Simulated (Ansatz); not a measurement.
# CH3BBrF: small, medium and large basis sets

One table from this session's results is given with a row withheld; the runs are named, their logs left out.

Method: one geometry, several basis sets; program: Ansatz 0.2.0, Gaussian basis.

Levels to be run: PBE0-D4/def2-SVP; ωB97M-V/def2-SVP; PBE0-D4/def2-QZVPP; ωB97M-V/def2-QZVPP; the functionals' def2-TZVPP values are taken from earlier runs.

### Structure used throughout

All runs share one geometry, relaxed beforehand with PBE0-D4 in a triple-zeta def2 set.

SMILES `CB(F)Br`, 7 atoms, charge 0, spin multiplicity 1.

Atoms are counted from 1 here; the program's logs count them from 0.

Bond lengths: C1–B2 1.552 Å, C1–H5 1.088 Å, C1–H6 1.096 Å, C1–H7 1.095 Å, B2–F3 1.318 Å, B2–Br4 1.925 Å. Angles: B2–C1–H5 113.9°, B2–C1–H6 109.2°, B2–C1–H7 109.4°, H5–C1–H6 108.9°, H5–C1–H7 109.1°, H6–C1–H7 106.0°, C1–B2–F3 120.7°, C1–B2–Br4 123.2°, F3–B2–Br4 116.1°.

Geometry (Å):

```xyz
7
charge 0, multiplicity 1
C    -0.0302    0.7334   -0.0719
B     0.1327   -0.7954    0.1365
F     1.0231   -1.2687    0.9853
Br   -0.9237   -2.1045   -0.7989
H    -0.7831    0.9996   -0.8106
H    -0.2889    1.2025    0.8837
H     0.9314    1.1651   -0.3698
```

The first run:

in.yaml reads:

```yaml
crystal:
  periodic: [false, false, false]
  atoms:
    - {symbol: C, position_ang: [-0.030166, 0.733435, -0.071922]}
    - {symbol: B, position_ang: [0.132677, -0.795414, 0.136529]}
    - {symbol: F, position_ang: [1.023063, -1.268673, 0.985305]}
    - {symbol: Br, position_ang: [-0.923739, -2.104486, -0.798853]}
    - {symbol: H, position_ang: [-0.783145, 0.999623, -0.810645]}
    - {symbol: H, position_ang: [-0.288912, 1.202521, 0.883743]}
    - {symbol: H, position_ang: [0.931422, 1.165093, -0.369757]}
basis:
  gaussian: {orbitals: def2-SVP}
hamiltonian: {xc: pbe0, dispersion: d4}
output: {orbitals: {seedname: orbitals}}
```

Among the steps run: PBE0-D4 in def2-SVP; ωB97M-V in def2-SVP; PBE0-D4 in def2-QZVPP; ωB97M-V in def2-QZVPP.

One table of the session follows, with a row left open; its other results are not shown here.

It belongs to the step «Functionals by basis». 

```
functional       basis  HOMO (eV)
   PBE0-D4    def2-SVP      -8.33
   PBE0-D4  def2-TZVPP      -8.48
   PBE0-D4  def2-QZVPP          ?
   ωB97M-V    def2-SVP     -10.56
   ωB97M-V  def2-TZVPP     -10.73
   ωB97M-V  def2-QZVPP     -10.74
```

**Question.** Estimate the row for PBE0-D4, def2-QZVPP.

The run gave: HOMO (eV): -8.49. In the column «HOMO (eV)» it lies between ωB97M-V, def2-SVP (-10.56) and PBE0-D4, def2-TZVPP (-8.48).
